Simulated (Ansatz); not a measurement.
# Bi2Te3 (Tellurobismuthite): the cost of one run

Method: DFT PBEsol, scalar-relativistic, plane waves, PAW, in Ansatz 0.2.0.

That is the level of the relaxation; later steps name their own.

1 further run of the same task is left out (set aside as unsound or not needed).

### 1 The system as given

The structure is trigonal, space group R-3m (No. 166). Conventional cell: a = 4.382 Å, b = 4.382 Å, c = 30.309 Å, α = 90.00°, β = 90.00°, γ = 120.00°. Bi (site symmetry 3m) has 6 Te at 3.06 to 3.23 Å as nearest neighbours. Around Te (site symmetry -3m) lie 6 Bi at 3.23 Å. Around Te (site symmetry 3m) lie 3 Bi at 3.06 Å.

Structure file:

```
Bi Te
1.0
     2.19084    1.26488   10.10287
    -2.19084    1.26488   10.10287
     0.00000   -2.52976   10.10287
Bi Te
2 3
Direct
  0.39986 0.39986 0.39986
  0.60014 0.60014 0.60014
  0.00000 0.00000 0.00000
  0.20997 0.20997 0.20997
  0.79003 0.79003 0.79003
```

It is the result of an earlier relaxation at this level (volume 33.60 Å³/atom; gap on the mesh: 0.21 eV).

### 2 Band edges over the whole zone

Input file input.yaml:

```yaml
crystal:
  lattice:
    - [2.1908364108, 1.2648799915, 10.1028651077]
    - [-2.1908364108, 1.2648799915, 10.1028651077]
    - [0.0, -2.529759983, 10.1028651076]
  atoms:
    - { symbol: Bi, position: [0.399855098, 0.399855098, 0.399855098] }
    - { symbol: Bi, position: [0.600144902, 0.600144902, 0.600144902] }
    - { symbol: Te, position: [0.0, 0.0, 0.0] }
    - { symbol: Te, position: [0.2099734963, 0.2099734963, 0.2099734963] }
    - { symbol: Te, position: [0.7900265037, 0.7900265037, 0.7900265037] }
basis:
  ecutwfc: 420
kpoints:
  mp_grid: { grid: [9, 9, 9] }
  band_path: { path: [VBM, CBM], npoints: 2 }
hamiltonian:
  xc: pbesol
scf:
  occupations: { method: gaussian, width: 0.01 }
output:
  forces: true
  stress: true
  eigenvalues: true
```

The run is started by

```sh
$ ansatz run input.yaml --threads 2 --pin off --max-ram 5120MiB --backend cpu --events-out ev --progress --plain --runs-dir out
```

Q: Estimate wall time and peak memory on 2 threads of AMD EPYC (Zen 3), shared host.

About 1.8 min, with a peak of 0.74 GiB.
